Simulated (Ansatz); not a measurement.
**Alloy of ZnO and MgO (18 of 48 Zn sites exchanged), 96 atoms**

Wanted: the relaxed alloy cell and its gap (PBEsol, PBE, r²SCAN, HSE06 and HSE06 with spin–orbit coupling).

All numbers are computed with Ansatz 0.2.0 (PAW, plane waves).

**1. Starting point**

96 atoms (30 Zn, 18 Mg, 48 O); a = 9.770 Å, b = 11.281 Å, c = 10.289 Å, α = 90.00°, β = 90.00°, γ = 90.00°. All atoms were shaken off their sites by about 0.02 Å along each axis.

Plan of the steps: (2) PBEsol cell relaxation at the single k point (¼, ¼, ¼), on 1 × NVIDIA GB300 Max-Q with 8 threads of Arm Neoverse-V2; (3) PBE single point at the Γ point alone, on 1 × NVIDIA GB300 Max-Q with 8 threads of Arm Neoverse-V2; (4) r²SCAN single point at the Γ point alone, on 1 × NVIDIA GB300 Max-Q with 8 threads of Arm Neoverse-V2; (5) HSE06 single point at the Γ point alone, on 1 × NVIDIA GB300 Max-Q with 8 threads of Arm Neoverse-V2; (6) HSE06 with spin–orbit coupling single point at the Γ point alone, on 1 × NVIDIA GB300 Max-Q with 8 threads of Arm Neoverse-V2.

**2. Relaxing cell and atoms with PBEsol**

File in.yaml:

```yaml
crystal:
  lattice:
    - [9.769709, 0.000000, 0.000000]
    - [0.000000, 11.281088, 0.000000]
    - [0.000000, 0.000000, 10.288663]
  atoms:
    - { symbol: Zn, position: [0.165070, 0.082640, 0.248178] }
    - { symbol: Zn, position: [0.000319, 0.329791, 0.247392] }
    - { symbol: Zn, position: [0.499579, 0.081224, 0.248336] }
    - { symbol: Zn, position: [0.333123, 0.333742, 0.249323] }
    - { symbol: Zn, position: [0.000506, 0.832215, 0.248886] }
    - { symbol: Zn, position: [0.669787, 0.332191, 0.247134] }
    - { symbol: Zn, position: [0.666960, 0.333740, 0.746495] }
    - { symbol: Zn, position: [0.501988, 0.582527, 0.246992] }
    - { symbol: Zn, position: [0.500089, 0.584012, 0.752212] }
    - { symbol: Zn, position: [0.333445, 0.835210, 0.747564] }
    - { symbol: Zn, position: [0.833921, 0.584118, 0.249654] }
    - { symbol: Zn, position: [0.832430, 0.582732, 0.743196] }
    - { symbol: Zn, position: [0.666116, 0.832385, 0.745999] }
    - { symbol: Zn, position: [0.001198, 0.164640, 0.496228] }
    - { symbol: Zn, position: [0.997832, 0.161311, 0.998744] }
    - { symbol: Zn, position: [0.334389, 0.164603, 0.494872] }
    - { symbol: Zn, position: [0.334131, 0.163664, 0.996885] }
    - { symbol: Zn, position: [0.169951, 0.416676, 0.997088] }
    - { symbol: Zn, position: [0.997324, 0.665052, 0.497229] }
    - { symbol: Zn, position: [0.669830, 0.165735, 0.500094] }
    - { symbol: Zn, position: [0.662910, 0.166121, 0.999608] }
    - { symbol: Zn, position: [0.500696, 0.417960, 0.498814] }
    - { symbol: Zn, position: [0.165005, 0.914567, 0.498047] }
    - { symbol: Zn, position: [0.167695, 0.916988, 0.997111] }
    - { symbol: Zn, position: [0.830150, 0.415715, 0.496790] }
    - { symbol: Zn, position: [0.666526, 0.663172, 0.498632] }
    - { symbol: Zn, position: [0.663877, 0.666884, 0.999824] }
    - { symbol: Zn, position: [0.500330, 0.916916, 0.496903] }
    - { symbol: Zn, position: [0.833871, 0.915389, 0.496649] }
    - { symbol: Zn, position: [0.834481, 0.917688, 0.996536] }
    - { symbol: Mg, position: [0.161778, 0.084935, 0.748402] }
    - { symbol: Mg, position: [0.999214, 0.332512, 0.746903] }
    - { symbol: Mg, position: [0.500810, 0.085557, 0.744035] }
    - { symbol: Mg, position: [0.334143, 0.334423, 0.747384] }
    - { symbol: Mg, position: [0.166934, 0.580608, 0.251714] }
    - { symbol: Mg, position: [0.165851, 0.583093, 0.748760] }
    - { symbol: Mg, position: [0.999409, 0.832407, 0.746289] }
    - { symbol: Mg, position: [0.829899, 0.084319, 0.246317] }
    - { symbol: Mg, position: [0.832414, 0.081137, 0.745989] }
    - { symbol: Mg, position: [0.335716, 0.832067, 0.247255] }
    - { symbol: Mg, position: [0.668854, 0.831543, 0.246861] }
    - { symbol: Mg, position: [0.164849, 0.417773, 0.496397] }
    - { symbol: Mg, position: [0.998516, 0.667808, 0.998825] }
    - { symbol: Mg, position: [0.500009, 0.415338, 0.996247] }
    - { symbol: Mg, position: [0.334237, 0.666380, 0.499901] }
    - { symbol: Mg, position: [0.333405, 0.668371, 0.991044] }
    - { symbol: Mg, position: [0.831852, 0.414472, 0.998591] }
    - { symbol: Mg, position: [0.503377, 0.915810, 0.997387] }
    - { symbol: O, position: [0.998112, 0.168668, 0.189970] }
    - { symbol: O, position: [0.999421, 0.164448, 0.691056] }
    - { symbol: O, position: [0.331484, 0.170706, 0.188814] }
    - { symbol: O, position: [0.331198, 0.165975, 0.692441] }
    - { symbol: O, position: [0.166033, 0.415531, 0.191308] }
    - { symbol: O, position: [0.168631, 0.418254, 0.690897] }
    - { symbol: O, position: [0.002929, 0.667661, 0.192908] }
    - { symbol: O, position: [0.998243, 0.663403, 0.690517] }
    - { symbol: O, position: [0.664533, 0.168494, 0.190967] }
    - { symbol: O, position: [0.665929, 0.168191, 0.689105] }
    - { symbol: O, position: [0.499114, 0.416984, 0.193451] }
    - { symbol: O, position: [0.502521, 0.417379, 0.689621] }
    - { symbol: O, position: [0.334352, 0.665371, 0.192562] }
    - { symbol: O, position: [0.335296, 0.667435, 0.689609] }
    - { symbol: O, position: [0.165392, 0.919491, 0.193876] }
    - { symbol: O, position: [0.166495, 0.913110, 0.688591] }
    - { symbol: O, position: [0.833319, 0.416186, 0.191826] }
    - { symbol: O, position: [0.830714, 0.418480, 0.685460] }
    - { symbol: O, position: [0.670746, 0.665572, 0.190141] }
    - { symbol: O, position: [0.665812, 0.663903, 0.691303] }
    - { symbol: O, position: [0.495985, 0.915489, 0.190079] }
    - { symbol: O, position: [0.500852, 0.916769, 0.690922] }
    - { symbol: O, position: [0.832103, 0.917594, 0.191322] }
    - { symbol: O, position: [0.831622, 0.919928, 0.689005] }
    - { symbol: O, position: [0.171060, 0.081420, 0.441964] }
    - { symbol: O, position: [0.166828, 0.084964, 0.939369] }
    - { symbol: O, position: [0.996835, 0.330706, 0.439422] }
    - { symbol: O, position: [0.998352, 0.331303, 0.937854] }
    - { symbol: O, position: [0.501819, 0.083843, 0.441773] }
    - { symbol: O, position: [0.501920, 0.080915, 0.938316] }
    - { symbol: O, position: [0.331685, 0.334285, 0.440673] }
    - { symbol: O, position: [0.335673, 0.333376, 0.938414] }
    - { symbol: O, position: [0.165749, 0.582177, 0.439536] }
    - { symbol: O, position: [0.163268, 0.582047, 0.939802] }
    - { symbol: O, position: [0.999357, 0.833000, 0.442227] }
    - { symbol: O, position: [0.000545, 0.834705, 0.940561] }
    - { symbol: O, position: [0.835143, 0.081631, 0.443267] }
    - { symbol: O, position: [0.836533, 0.083891, 0.941119] }
    - { symbol: O, position: [0.665643, 0.332825, 0.442630] }
    - { symbol: O, position: [0.665649, 0.332183, 0.941290] }
    - { symbol: O, position: [0.498334, 0.579895, 0.439746] }
    - { symbol: O, position: [0.500356, 0.584645, 0.942280] }
    - { symbol: O, position: [0.334494, 0.832481, 0.441318] }
    - { symbol: O, position: [0.334988, 0.831827, 0.941232] }
    - { symbol: O, position: [0.834143, 0.580990, 0.440827] }
    - { symbol: O, position: [0.833430, 0.585628, 0.940784] }
    - { symbol: O, position: [0.667424, 0.835076, 0.443443] }
    - { symbol: O, position: [0.669405, 0.832505, 0.938790] }
  symmetry: { detect: false }
kpoints:
  mp_grid: { grid: [1, 1, 1], shift: [0.25, 0.25, 0.25] }
hamiltonian:
  xc: pbesol
scf:
  occupations: { method: fermi_dirac, width: 0.01 }
relax:
  f_tol: 0.03
  max_steps: 80
  escape_saddle: false
  adjacent_minimum: "off"
  cell: { fix: [alpha, beta, gamma] }
output:
  forces: true
  eigenvalues: true
  populations: true
```

Command:

```console
> ansatz run in.yaml --threads 8 --pin off --max-ram 118750MiB --runs-dir r --events-out ev --progress --plain --backend cuda --devices 0,
```

After this run come: PBE on the final geometry; r²SCAN single point; HSE06 on the same atoms; HSE06 with spin–orbit coupling single point.

Q: Predict the outcome of this session. Wanted: for each run, top filled to lowest empty.

The runs gave:

| level | time | k points | top filled to lowest empty (eV) |
| --- | --- | --- | --- |
| PBEsol, relaxation | 12 s (GPU) | (¼, ¼, ¼) | 2.42 |
| PBE | 4.4 s (GPU) | Γ | 1.65 |
| r²SCAN | 6.6 s (GPU) | Γ | 2.12 |
| HSE06 | 44 s (GPU) | Γ | 3.39 |
| HSE06 with spin–orbit coupling | 6.8 min (GPU) | Γ | 3.39 |

```
     quantity                                                                        value
   relaxation                                             6 recorded steps, 0.66 eV gained
largest shift                                                                0.08 Å (Mg46)
 relaxed cell  a = 9.746 Å, b = 11.256 Å, c = 10.340 Å, α = 90.00°, β = 90.00°, γ = 90.00°
   mean bonds                                                     Mg–O 1.971, O–Zn 1.975 Å
```

**What this shows.** The relaxation lowers the energy by 0.66 eV; the largest shift is 0.08 Å (Mg46), while the volume changes by +0.0 %. The mean lengths differ by only 0.00 Å, over all coordinations together. At the same k points, PBE gives a spacing 1.75 eV smaller and r²SCAN gives a spacing 1.27 eV smaller than the 3.39 eV of HSE06. Rows on different k points differ by sampling as well as by level. Spin–orbit coupling changes the HSE06 spacing by less than 0.01 eV. Exact exchange costs time: HSE06 ran about 10 times as long as PBE on the same kind of device. With one k point the spacing samples only the states that fold onto it, so it can exceed the gap over the zone.
